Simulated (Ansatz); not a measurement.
# GeH₄ (singlet): the correlation ladder at distance Ge1–H2 = 1.414 Å, cc-pVTZ

The task here is to estimate one member of a computed series from the others.

Computed with Ansatz 0.2.0, Gaussian basis. Level: cc-pVTZ, core rule «outside noble gas», up to 14 orbitals frozen.

To be run: UHF; CCSD(T) on RHF; BCCD(T) on RHF; CCSDT(Q) on RHF; CASSCF and MRCISD+Q, 2 electrons in 2 orbitals; CASSCF and NEVPT2, 2 electrons in 2 orbitals; CASSCF and MRCISD+Q, 8 electrons in 8 orbitals; CASSCF and NEVPT2, 8 electrons in 8 orbitals.

### The system

The geometry derives from a PBE0/def2-TZVP stationary point (not a proven minimum). One bond is set to the value named and the two fragments are kept rigid. No spin-orbit coupling is included. The filled d shell of Ge may be among the frozen orbitals whatever the setting's name suggests.

5 atoms, charge 0, spin multiplicity 1.

Atoms are counted from 1 here; the program's logs count them from 0.

Bond lengths: Ge1–H2 1.414 Å, Ge1–H3 1.534 Å, Ge1–H4 1.534 Å, Ge1–H5 1.534 Å. Angles: H2–Ge1–H3 109.5°, H2–Ge1–H4 109.5°, H2–Ge1–H5 109.5°, H3–Ge1–H4 109.5°, H3–Ge1–H5 109.5°, H4–Ge1–H5 109.5°.

As a file:

```
atom    x (Å)    y (Å)    z (Å)
 Ge1   0.0009   0.0009   0.0009
  H2   0.8159   0.8185   0.8175
  H3  -0.8870  -0.8831   0.8866
  H4  -0.8829   0.8854  -0.8883
  H5   0.8883  -0.8868  -0.8816
```

Set-up of the first run:

in.yaml reads:

```yaml
crystal:
  periodic: [false, false, false]
  atoms:
    - {symbol: Ge, position_ang: [0.000912, 0.000915, 0.000914]}
    - {symbol: H, position_ang: [0.815870, 0.818524, 0.817464]}
    - {symbol: H, position_ang: [-0.886975, -0.883107, 0.886572]}
    - {symbol: H, position_ang: [-0.882912, 0.885428, -0.888311]}
    - {symbol: H, position_ang: [0.888301, -0.886775, -0.881570]}
basis:
  gaussian: {orbitals: cc-pVTZ}
magnetization: {spin_polarized: true, initial_magnetization: 0}
hamiltonian: {xc: hf}
output: {orbitals: {seedname: orbitals}}
```

Started as:

```console
$ ansatz run in.yaml --threads 1 --pin off --events-out ev --progress --plain --max-ram 2816MiB --backend cpu
```

Steps of the session up to this table: UHF; CCSD(T) on RHF; BCCD(T) on RHF; CCSDT(Q) on RHF; CASSCF and MRCISD+Q, 2 electrons in 2 orbitals; CASSCF and NEVPT2, 2 electrons in 2 orbitals; CASSCF and MRCISD+Q, 8 electrons in 8 orbitals; CASSCF and NEVPT2, 8 electrons in 8 orbitals.

One of the session's tables, all rows but one given; the rest of the session is left out.

It belongs to the step «Misses and costs». 

```
          method  from RCCSDT(Q) (kcal/mol)
             RHF                    +107.23
            RMP2                     +20.36
           RCCSD                      +2.69
        RCCSD(T)                      +0.46
         BCCD(T)                      +0.45
          RCCSDT                      +0.05
       RCCSDT(Q)                          0
     CASSCF pair                     +98.47
     NEVPT2 pair                     +20.96
     MRCISD pair                      +6.64
   MRCISD+Q pair                      -0.05
  CASSCF valence                     +71.72
  NEVPT2 valence                     +20.42
  MRCISD valence                      +3.73
MRCISD+Q valence                          ?
```

**Question.** Estimate the row for MRCISD+Q valence.

As computed: from RCCSDT(Q) (kcal/mol): +0.32. In the column «from RCCSDT(Q) (kcal/mol)» it lies between RCCSDT (+0.05) and BCCD(T) (+0.45).
